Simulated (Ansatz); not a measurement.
# K+ with Si2H6: structure and interaction energy, part 2 of 3

Ansatz 0.2.0, Gaussian basis. The steps go on from the part before.

## 5. wB97M-V/def2-TZVPPD

The inputs:

ab/in.yaml

```yaml
crystal:
  periodic: [false, false, false]
  atoms:
    - {symbol: K, position_ang: [-0.540492, 0.311998, -4.227386]}
    - {symbol: Si, position_ang: [-0.399479, -0.304258, 1.619321]}
    - {symbol: Si, position_ang: [0.539247, 0.216277, -0.459983]}
    - {symbol: H, position_ang: [-1.811055, -0.698419, 1.384671]}
    - {symbol: H, position_ang: [0.368621, -1.427544, 2.206846]}
    - {symbol: H, position_ang: [-0.326853, 0.903471, 2.475470]}
    - {symbol: H, position_ang: [-0.235216, 1.303195, -1.152210]}
    - {symbol: H, position_ang: [0.444893, -0.947782, -1.406945]}
    - {symbol: H, position_ang: [1.960332, 0.643163, -0.439783]}
basis:
  gaussian: {orbitals: "def2-TZVPPD.json"}
total_charge: 1
hamiltonian: {xc: {name: wB97M-V}}
```

a/in.yaml

```yaml
crystal:
  periodic: [false, false, false]
  atoms:
    - {symbol: K, position_ang: [-0.540492, 0.311998, -4.227386]}
basis:
  gaussian:
    orbitals: "def2-TZVPPD.json"
    ghost_atoms:
      - {symbol: Si, position_ang: [-0.399479, -0.304258, 1.619321]}
      - {symbol: Si, position_ang: [0.539247, 0.216277, -0.459983]}
      - {symbol: H, position_ang: [-1.811055, -0.698419, 1.384671]}
      - {symbol: H, position_ang: [0.368621, -1.427544, 2.206846]}
      - {symbol: H, position_ang: [-0.326853, 0.903471, 2.475470]}
      - {symbol: H, position_ang: [-0.235216, 1.303195, -1.152210]}
      - {symbol: H, position_ang: [0.444893, -0.947782, -1.406945]}
      - {symbol: H, position_ang: [1.960332, 0.643163, -0.439783]}
total_charge: 1
hamiltonian: {xc: {name: wB97M-V}}
```

b/in.yaml

```yaml
crystal:
  periodic: [false, false, false]
  atoms:
    - {symbol: Si, position_ang: [-0.399479, -0.304258, 1.619321]}
    - {symbol: Si, position_ang: [0.539247, 0.216277, -0.459983]}
    - {symbol: H, position_ang: [-1.811055, -0.698419, 1.384671]}
    - {symbol: H, position_ang: [0.368621, -1.427544, 2.206846]}
    - {symbol: H, position_ang: [-0.326853, 0.903471, 2.475470]}
    - {symbol: H, position_ang: [-0.235216, 1.303195, -1.152210]}
    - {symbol: H, position_ang: [0.444893, -0.947782, -1.406945]}
    - {symbol: H, position_ang: [1.960332, 0.643163, -0.439783]}
basis:
  gaussian:
    orbitals: "def2-TZVPPD.json"
    ghost_atoms:
      - {symbol: K, position_ang: [-0.540492, 0.311998, -4.227386]}
hamiltonian: {xc: {name: wB97M-V}}
```

Each run has its own folder and the same command.

The run is started by

```
ansatz run in.yaml --threads 4 --pin off --events-out ev --progress --plain --max-ram 9574MiB
```

ab printed, shortened:

```text
Functional definition: wB97M-V
  name "wB97M-V"
  cite "Mardirossian & Head-Gordon, J. Chem. Phys. 144, 214110 (2016) doi:10.1063/1.4952647"
  cite "Becke, J. Chem. Phys. 107, 8554 (1997) doi:10.1063/1.475007"
  cite "Vydrov & Van Voorhis, J. Chem. Phys. 133, 244103 (2010) doi:10.1063/1.3521275"
  # Of w^i u^j: cxij and so on, Table III.
[...]
  gx(w, u) = 1 - cx + cx01*u + cx10*w
[...]
      + integral(e_c_pw_mod_opposite_spin*gos(b97_w_opposite, b97_u_opposite)) + vv10(b, c)
1321 factors; their error is unknown
414 factors; integrals over basis functions are off by at most 3.7e-5 eV
[...]
mean field -32170.85458091 eV, -1182.2570996601 hartree, gradient 1.7e-5 eV, S^2 0.000000; 0 other end points of the search recorded, 0 dependent functions left out
reference -32170.85465755 eV, -1182.2571024765 hartree; 26, 26 occupied and 208, 208 virtual orbitals, 1321 factors
Total energy: -32170.85465755 eV, -1182.2571024765 hartree
```

Log of a, shortened:

```text
[... 5 set-up lines as earlier in the session ...]
  # Of w^i u^j: cxij and so on, Table III.
[...]
  gx(w, u) = 1 - cx + cx01*u + cx10*w
[...]
      + integral(e_c_pw_mod_opposite_spin*gos(b97_w_opposite, b97_u_opposite)) + vv10(b, c)
1263 factors; their error is unknown
394 factors; integrals over basis functions are off by at most 4.1e-5 eV
[...]
mean field -16319.33373556 eV, -599.7244531401 hartree, gradient 4.5e-5 eV, S^2 0.000000; 0 other end points of the search recorded, 0 dependent functions left out
reference -16319.33376871 eV, -599.7244543584 hartree; 9, 9 occupied and 225, 225 virtual orbitals, 1263 factors
Total energy: -16319.33376871 eV, -599.7244543584 hartree
```

b printed, shortened:

```text
[... 5 set-up lines as earlier in the session ...]
  # Of w^i u^j: cxij and so on, Table III.
[...]
  gx(w, u) = 1 - cx + cx01*u + cx10*w
[...]
      + integral(e_c_pw_mod_opposite_spin*gos(b97_w_opposite, b97_u_opposite)) + vv10(b, c)
1232 factors; their error is unknown
373 factors; integrals over basis functions are off by at most 3.9e-5 eV
[...]
mean field -15851.20593211 eV, -582.5210736719 hartree, gradient 7.2e-5 eV, S^2 0.000000; 0 other end points of the search recorded, 0 dependent functions left out
reference -15851.20599979 eV, -582.5210761589 hartree; 17, 17 occupied and 217, 217 virtual orbitals, 1232 factors
Total energy: -15851.20599979 eV, -582.5210761589 hartree
```

Times: 12 s (ab), 5.5 s (a), 9 s (b) on 4 threads of Arm Neoverse V1, shared host; peak memory 0.71 GiB.

E(ab) − E(a) − E(b) = -315 meV.

## 6. B2PLYP/def2-TZVPPD

Each input of step 5 (ab, a, b) changes in the same lines:

```diff
-hamiltonian: {xc: {name: wB97M-V}}
+hamiltonian: {xc: {name: B2PLYP}}
```

The same command starts each run, in its folder.

The run is started by

```
ansatz run in.yaml --threads 4 --pin off --events-out ev --progress --plain --max-ram 9574MiB
```

ab printed, shortened:

```text
Functional definition: B2PLYP
  name "B2PLYP"
  cite "Grimme, J. Chem. Phys. 124, 034108 (2006) doi:10.1063/1.2148954"
  cite "Becke, Phys. Rev. A 38, 3098 (1988) doi:10.1103/PhysRevA.38.3098"
  cite "Lee, Yang & Parr, Phys. Rev. B 37, 785 (1988) doi:10.1103/PhysRevB.37.785"
[...]
1423 factors; integrals over basis functions are off by at most 6.8e-4 eV
[...]
mean field -32158.77917339 eV, -1181.8133366186 hartree, gradient 2.3e-6 eV, S^2 0.000000; 0 other end points of the search recorded, 0 dependent functions left out
15 core orbitals not correlated: weight in the atoms' cores, before any rotation towards them, 1.000 or more for the frozen orbitals, at most 0.000 for the correlated occupied ones
reference -32158.77937917 eV, -1181.8133441809 hartree; 11, 11 occupied and 208, 208 virtual orbitals, 1423 factors
second order -13.84506472 eV of doubles, -0.00000000 eV of singles
Total energy: -32162.51754664 eV, -1181.9507193017 hartree
```

Log of a, shortened:

```text
[... 5 set-up lines as earlier in the session ...]
[...]
1419 factors; integrals over basis functions are off by at most 6.8e-4 eV
[...]
mean field -16314.67383776 eV, -599.5532050546 hartree, gradient 9.2e-6 eV, S^2 0.000000; 0 other end points of the search recorded, 0 dependent functions left out
5 core orbitals not correlated: weight in the atoms' cores, before any rotation towards them, 1.000 or more for the frozen orbitals, at most 0.000 for the correlated occupied ones
reference -16314.67391459 eV, -599.5532078781 hartree; 4, 4 occupied and 225, 225 virtual orbitals, 1419 factors
second order -4.84089975 eV of doubles, -0.00000000 eV of singles
Total energy: -16315.98095752 eV, -599.6012408198 hartree
```

Log of b, shortened:

```text
[... 5 set-up lines as earlier in the session ...]
[...]
1285 factors; integrals over basis functions are off by at most 6.8e-4 eV
[...]
mean field -15843.82283491 eV, -582.2497498540 hartree, gradient 7.1e-6 eV, S^2 0.000000; 0 other end points of the search recorded, 0 dependent functions left out
10 core orbitals not correlated: weight in the atoms' cores, before any rotation towards them, 1.000 or more for the frozen orbitals, at most 0.000 for the correlated occupied ones
reference -15843.82301626 eV, -582.2497565185 hartree; 7, 7 occupied and 217, 217 virtual orbitals, 1285 factors
second order -8.96133267 eV of doubles, -0.00000000 eV of singles
Total energy: -15846.24257608 eV, -582.3386737019 hartree
```

Wall times: 6.5 s (ab), 2.7 s (a), 3.8 s (b) on 4 threads of Arm Neoverse V1, shared host; peak memory 0.6 GiB.

E(ab) − E(a) − E(b) = -294 meV.

## 7. B97M-V/def2-TZVPPD

The same edit goes into each in.yaml of step 6 (ab, a, b):

```diff
-hamiltonian: {xc: {name: B2PLYP}}
+hamiltonian: {xc: {name: B97M-V}}
```

One command serves all of them, each in its own folder.

The run is started by

```
ansatz run in.yaml --threads 4 --pin off --events-out ev --progress --plain --max-ram 9574MiB
```

ab printed, shortened:

```text
Functional definition: B97M-V
  name "B97M-V"
  cite "Mardirossian & Head-Gordon, J. Chem. Phys. 142, 074111 (2015) doi:10.1063/1.4907719"
[... 2 set-up lines as earlier in the session ...]
  # Of w^i u^j: cxij and so on, Table III.
[...]
  gx(w, u) = cx00 + cx01*u + cx02*u^2 + (cx10 + cx11*u)*w
[...]
  gos(w, u) = cos00 + cos01*u + cos03*u^3 + cos10*w + cos32*w^3*u^2
[...]
      + integral(e_c_pw_mod_opposite_spin*gos(b97_w_opposite, b97_u_opposite)) + vv10(b, c)
1294 factors; their error is unknown
[...]
mean field -32165.23592051 eV, -1182.0506176988 hartree, gradient 3.7e-5 eV, S^2 0.000000; 0 other end points of the search recorded, 0 dependent functions left out
reference -32165.23600565 eV, -1182.0506208277 hartree; 26, 26 occupied and 208, 208 virtual orbitals, 1294 factors
Total energy: -32165.23600565 eV, -1182.0506208277 hartree
```

Output in a, shortened:

```text
[... 5 set-up lines as earlier in the session ...]
  # Of w^i u^j: cxij and so on, Table III.
[...]
  gx(w, u) = cx00 + cx01*u + cx02*u^2 + (cx10 + cx11*u)*w
[...]
  gos(w, u) = cos00 + cos01*u + cos03*u^3 + cos10*w + cos32*w^3*u^2
[...]
      + integral(e_c_pw_mod_opposite_spin*gos(b97_w_opposite, b97_u_opposite)) + vv10(b, c)
1246 factors; their error is unknown
[...]
mean field -16315.86409452 eV, -599.5969461839 hartree, gradient 9.1e-6 eV, S^2 0.000000; 0 other end points of the search recorded, 0 dependent functions left out
reference -16315.86412259 eV, -599.5969472152 hartree; 9, 9 occupied and 225, 225 virtual orbitals, 1246 factors
Total energy: -16315.86412259 eV, -599.5969472152 hartree
```

Output in b, shortened:

```text
[... 5 set-up lines as earlier in the session ...]
  # Of w^i u^j: cxij and so on, Table III.
[...]
  gx(w, u) = cx00 + cx01*u + cx02*u^2 + (cx10 + cx11*u)*w
[...]
  gos(w, u) = cos00 + cos01*u + cos03*u^3 + cos10*w + cos32*w^3*u^2
[...]
      + integral(e_c_pw_mod_opposite_spin*gos(b97_w_opposite, b97_u_opposite)) + vv10(b, c)
1222 factors; their error is unknown
[...]
mean field -15849.06187343 eV, -582.4422809684 hartree, gradient 3.7e-5 eV, S^2 0.000000; 0 other end points of the search recorded, 0 dependent functions left out
reference -15849.06195219 eV, -582.4422838631 hartree; 17, 17 occupied and 217, 217 virtual orbitals, 1222 factors
Total energy: -15849.06195219 eV, -582.4422838631 hartree
```

Wall times: 11 s (ab), 3.9 s (a), 9.5 s (b) on 4 threads of Arm Neoverse V1, shared host.

Interaction energy, ab − a − b: -310 meV.

## 8. CCSD(T)/def2-TZVPPD

Each input of step 7 (ab, a, b) changes in the same lines:

```diff
-hamiltonian: {xc: {name: B97M-V}}
+correlation: {method: ccsd_t}
```

One command serves all of them, each in its own folder.

The run is started by

```
ansatz run in.yaml --threads 4 --pin off --events-out ev --progress --plain --max-ram 9574MiB
```

Log of ab, shortened:

```text
Functional definition: HF
  name "HF"
  cite "Fock, Z. Phys. 61, 126 (1930) doi:10.1007/BF01340294"
[... 1 set-up line as earlier in the session ...]
[...]
1423 factors; integrals over basis functions are off by at most 6.8e-4 eV
[...]
mean field -32119.77097785 eV, -1180.3798118733 hartree, gradient 1.1e-6 eV, S^2 0.000000; 0 other end points of the search recorded, 0 dependent functions left out
15 core orbitals not correlated: weight in the atoms' cores, before any rotation towards them, 1.000 or more for the frozen orbitals, at most 0.000 for the correlated occupied ones
reference -32119.77097785 eV, -1180.3798118733 hartree; 11, 11 occupied and 208, 208 virtual orbitals, 1423 factors
second order -11.39787788 eV of doubles, -0.00000000 eV of singles
cycle   1  -12.66085882 eV  change    -1.3e0 eV  update   7.8e-2
[...]
cycle   8  -13.07653966 eV  change   -1.4e-5 eV  update   1.9e-5
perturbative correction -0.31038061 eV, -0.0114062771 hartree
Total energy: -32133.15789812 eV, -1180.8717721193 hartree
```

Output in a, shortened:

```text
[... 4 set-up lines as earlier in the session ...]
[...]
1419 factors; integrals over basis functions are off by at most 6.8e-4 eV
[...]
mean field -16299.78603429 eV, -599.0060883683 hartree, gradient 2.2e-6 eV, S^2 0.000000; 0 other end points of the search recorded, 0 dependent functions left out
5 core orbitals not correlated: weight in the atoms' cores, before any rotation towards them, 1.000 or more for the frozen orbitals, at most 0.000 for the correlated occupied ones
reference -16299.78603429 eV, -599.0060883683 hartree; 4, 4 occupied and 225, 225 virtual orbitals, 1419 factors
second order -4.11387998 eV of doubles, -0.00000000 eV of singles
cycle   1  -4.38819304 eV  change   -2.7e-1 eV  update   1.9e-2
[...]
cycle   6  -4.42924837 eV  change   -2.0e-6 eV  update   3.9e-6
perturbative correction -0.04621328 eV, -0.0016983066 hartree
Total energy: -16304.26149594 eV, -599.1705585503 hartree
```

Output in b, shortened:

```text
[... 4 set-up lines as earlier in the session ...]
[...]
1285 factors; integrals over basis functions are off by at most 6.8e-4 eV
[...]
mean field -15819.71911581 eV, -581.3639545153 hartree, gradient 8.9e-6 eV, S^2 0.000000; 0 other end points of the search recorded, 0 dependent functions left out
10 core orbitals not correlated: weight in the atoms' cores, before any rotation towards them, 1.000 or more for the frozen orbitals, at most 0.000 for the correlated occupied ones
reference -15819.71911581 eV, -581.3639545153 hartree; 7, 7 occupied and 217, 217 virtual orbitals, 1285 factors
second order -7.25270142 eV of doubles, -0.00000000 eV of singles
cycle   1  -8.24670248 eV  change   -9.9e-1 eV  update   7.5e-2
[...]
cycle   8  -8.62226778 eV  change   -1.1e-5 eV  update   1.4e-5
perturbative correction -0.26077650 eV, -0.0095833597 hartree
Total energy: -15828.60216009 eV, -581.6904003713 hartree
```

Wall times: 54 s (ab), 16 s (a), 27 s (b) on 4 threads of Arm Neoverse V1, shared host; peak memory 4 GiB.

E(ab) − E(a) − E(b) = -294 meV.

## 9. MP2/def2-QZVPPD

ab/in.yaml: that of step 8 with these lines changed.

```diff
@@ -13,4 +13,4 @@
 basis:
-  gaussian: {orbitals: "def2-TZVPPD.json"}
+  gaussian: {orbitals: "def2-QZVPPD.json"}
 total_charge: 1
-correlation: {method: ccsd_t}
+correlation: {method: mp2}
```

a/in.yaml: that of step 8 with these lines changed.

```diff
@@ -6,3 +6,3 @@
   gaussian:
-    orbitals: "def2-TZVPPD.json"
+    orbitals: "def2-QZVPPD.json"
     ghost_atoms:
@@ -17,2 +17,2 @@
 total_charge: 1
-correlation: {method: ccsd_t}
+correlation: {method: mp2}
```

b/in.yaml: that of step 8 with these lines changed.

```diff
@@ -13,5 +13,5 @@
   gaussian:
-    orbitals: "def2-TZVPPD.json"
+    orbitals: "def2-QZVPPD.json"
     ghost_atoms:
       - {symbol: K, position_ang: [-0.540492, 0.311998, -4.227386]}
-correlation: {method: ccsd_t}
+correlation: {method: mp2}
```

One command serves all of them, each in its own folder.

The run is started by

```
ansatz run in.yaml --threads 4 --pin off --events-out ev --progress --plain --max-ram 9574MiB
```

ab printed, shortened:

```text
[... 4 set-up lines as earlier in the session ...]
[...]
2439 factors; integrals over basis functions are off by at most 7.7e-4 eV
[...]
mean field -32120.56514356 eV, -1180.4089969247 hartree, gradient 1.0e-6 eV, S^2 0.000000; 0 other end points of the search recorded, 0 dependent functions left out
15 core orbitals not correlated: weight in the atoms' cores, before any rotation towards them, 1.000 or more for the frozen orbitals, at most 0.000 for the correlated occupied ones
reference -32120.56514356 eV, -1180.4089969247 hartree; 11, 11 occupied and 394, 394 virtual orbitals, 2439 factors
second order -13.18451326 eV of doubles, -0.00000000 eV of singles
Total energy: -32133.74965682 eV, -1180.8935188504 hartree
```

Log of a, shortened:

```text
[... 4 set-up lines as earlier in the session ...]
[...]
2439 factors; integrals over basis functions are off by at most 7.4e-4 eV
[...]
mean field -16300.09143778 eV, -599.0173117396 hartree, gradient 1.4e-6 eV, S^2 0.000000; 0 other end points of the search recorded, 0 dependent functions left out
5 core orbitals not correlated: weight in the atoms' cores, before any rotation towards them, 1.000 or more for the frozen orbitals, at most 0.000 for the correlated occupied ones
reference -16300.09143778 eV, -599.0173117396 hartree; 4, 4 occupied and 411, 411 virtual orbitals, 2439 factors
second order -5.40963979 eV of doubles, -0.00000000 eV of singles
Total energy: -16305.50107757 eV, -599.2161123350 hartree
```

Log of b, shortened:

```text
[... 4 set-up lines as earlier in the session ...]
[...]
2431 factors; integrals over basis functions are off by at most 7.7e-4 eV
[...]
mean field -15820.20531107 eV, -581.3818218617 hartree, gradient 2.4e-6 eV, S^2 0.000000; 0 other end points of the search recorded, 0 dependent functions left out
10 core orbitals not correlated: weight in the atoms' cores, before any rotation towards them, 1.000 or more for the frozen orbitals, at most 0.000 for the correlated occupied ones
reference -15820.20531107 eV, -581.3818218617 hartree; 7, 7 occupied and 403, 403 virtual orbitals, 2431 factors
second order -7.73729406 eV of doubles, -0.00000000 eV of singles
Total energy: -15827.94260514 eV, -581.6661621739 hartree
```

They took 18 s (ab), 8 s (a), 11 s (b) on 4 threads of Arm Neoverse V1, shared host; peak memory 2.1 GiB.

E(ab) − E(a) − E(b) = -306 meV.

## 10. Hartree-Fock/STO-3G

ab/in.yaml: that of step 9 with these lines changed.

```diff
@@ -13,4 +13,4 @@
 basis:
-  gaussian: {orbitals: "def2-QZVPPD.json"}
+  gaussian: {orbitals: STO-3G}
 total_charge: 1
-correlation: {method: mp2}
+hamiltonian: {xc: hf}
```

a/in.yaml: that of step 9 with these lines changed.

```diff
@@ -6,3 +6,3 @@
   gaussian:
-    orbitals: "def2-QZVPPD.json"
+    orbitals: STO-3G
     ghost_atoms:
@@ -17,2 +17,2 @@
 total_charge: 1
-correlation: {method: mp2}
+hamiltonian: {xc: hf}
```

b/in.yaml: that of step 9 with these lines changed.

```diff
@@ -13,5 +13,5 @@
   gaussian:
-    orbitals: "def2-QZVPPD.json"
+    orbitals: STO-3G
     ghost_atoms:
       - {symbol: K, position_ang: [-0.540492, 0.311998, -4.227386]}
-correlation: {method: mp2}
+hamiltonian: {xc: hf}
```

The same command starts each run, in its folder.

The run is started by

```
ansatz run in.yaml --threads 4 --pin off --events-out ev --progress --plain --max-ram 9574MiB
```

Output in ab, shortened:

```text
[... 4 set-up lines as earlier in the session ...]
[...]
424 factors; integrals over basis functions are off by at most 1.5e-4 eV
[...]
mean field -31775.09490777 eV, -1167.7131999277 hartree, gradient 1.7e-5 eV, S^2 0.000000; 0 other end points of the search recorded, 0 dependent functions left out
reference -31775.09490777 eV, -1167.7131999277 hartree; 26, 26 occupied and 11, 11 virtual orbitals, 424 factors
Total energy: -31775.09490777 eV, -1167.7131999277 hartree
```

Log of a, shortened:

```text
[... 4 set-up lines as earlier in the session ...]
[...]
353 factors; integrals over basis functions are off by at most 2.4e-3 eV
[...]
mean field -16136.61987959 eV, -593.0098427813 hartree, gradient 1.4e-5 eV, S^2 0.000000; 0 other end points of the search recorded, 0 dependent functions left out
reference -16136.61987959 eV, -593.0098427813 hartree; 9, 9 occupied and 28, 28 virtual orbitals, 353 factors
Total energy: -16136.61987959 eV, -593.0098427813 hartree
```

Log of b, shortened:

```text
[... 4 set-up lines as earlier in the session ...]
[...]
375 factors; integrals over basis functions are off by at most 2.1e-3 eV
[...]
mean field -15638.21272405 eV, -574.6937176475 hartree, gradient 1.3e-5 eV, S^2 0.000000; 0 other end points of the search recorded, 0 dependent functions left out
reference -15638.21272405 eV, -574.6937176475 hartree; 17, 17 occupied and 20, 20 virtual orbitals, 375 factors
Total energy: -15638.21272405 eV, -574.6937176475 hartree
```

Wall times: 0.1 s (ab), 0.1 s (a), 0.1 s (b) on 4 threads of Arm Neoverse V1, shared host.

E(ab) − E(a) − E(b) = -262 meV.

## 11. SPW92/def2-SVP

ab/in.yaml: that of step 10 with these lines changed.

```diff
@@ -13,4 +13,4 @@
 basis:
-  gaussian: {orbitals: STO-3G}
+  gaussian: {orbitals: def2-SVP}
 total_charge: 1
-hamiltonian: {xc: hf}
+hamiltonian: {xc: lda}
```

a/in.yaml: that of step 10 with these lines changed.

```diff
@@ -6,3 +6,3 @@
   gaussian:
-    orbitals: STO-3G
+    orbitals: def2-SVP
     ghost_atoms:
@@ -17,2 +17,2 @@
 total_charge: 1
-hamiltonian: {xc: hf}
+hamiltonian: {xc: lda}
```

b/in.yaml: that of step 10 with these lines changed.

```diff
@@ -13,5 +13,5 @@
   gaussian:
-    orbitals: STO-3G
+    orbitals: def2-SVP
     ghost_atoms:
       - {symbol: K, position_ang: [-0.540492, 0.311998, -4.227386]}
-hamiltonian: {xc: hf}
+hamiltonian: {xc: lda}
```

The same command starts each run, in its folder.

The run is started by

```
ansatz run in.yaml --threads 4 --pin off --events-out ev --progress --plain --max-ram 9574MiB
```

Output in ab, shortened:

```text
Functional definition: SPW92
  name "SPW92"
  cite "Dirac, Proc. Camb. Phil. Soc. 26, 376 (1930) doi:10.1017/S0305004100016108"
  cite "Slater, Phys. Rev. 81, 385 (1951) doi:10.1103/PhysRev.81.385"
  cite "Perdew & Wang, Phys. Rev. B 45, 13244 (1992) doi:10.1103/PhysRevB.45.13244"
[...]
1016 factors; their error is unknown
[...]
mean field -32053.01934241 eV, -1177.9267345167 hartree, gradient 1.3e-5 eV, S^2 0.000000; 0 other end points of the search recorded, 0 dependent functions left out
reference -32053.01940562 eV, -1177.9267368396 hartree; 26, 26 occupied and 64, 64 virtual orbitals, 1016 factors
Total energy: -32053.01940562 eV, -1177.9267368396 hartree
```

Log of a, shortened:

```text
[... 5 set-up lines as earlier in the session ...]
[...]
810 factors; their error is unknown
[...]
mean field -16270.42184068 eV, -597.9269741571 hartree, gradient 4.1e-7 eV, S^2 0.000000; 0 other end points of the search recorded, 0 dependent functions left out
reference -16270.42185722 eV, -597.9269747646 hartree; 9, 9 occupied and 81, 81 virtual orbitals, 810 factors
Total energy: -16270.42185722 eV, -597.9269747646 hartree
```

Log of b, shortened:

```text
[... 5 set-up lines as earlier in the session ...]
[...]
922 factors; their error is unknown
[...]
mean field -15782.27957984 eV, -579.9880769458 hartree, gradient 3.5e-5 eV, S^2 0.000000; 0 other end points of the search recorded, 0 dependent functions left out
reference -15782.27963561 eV, -579.9880789953 hartree; 17, 17 occupied and 73, 73 virtual orbitals, 922 factors
Total energy: -15782.27963561 eV, -579.9880789953 hartree
```

Times: 0.5 s (ab), 0.35 s (a), 0.4 s (b) on 4 threads of Arm Neoverse V1, shared host.

Interaction energy, ab − a − b: -318 meV.

[end of part 2 of 3]
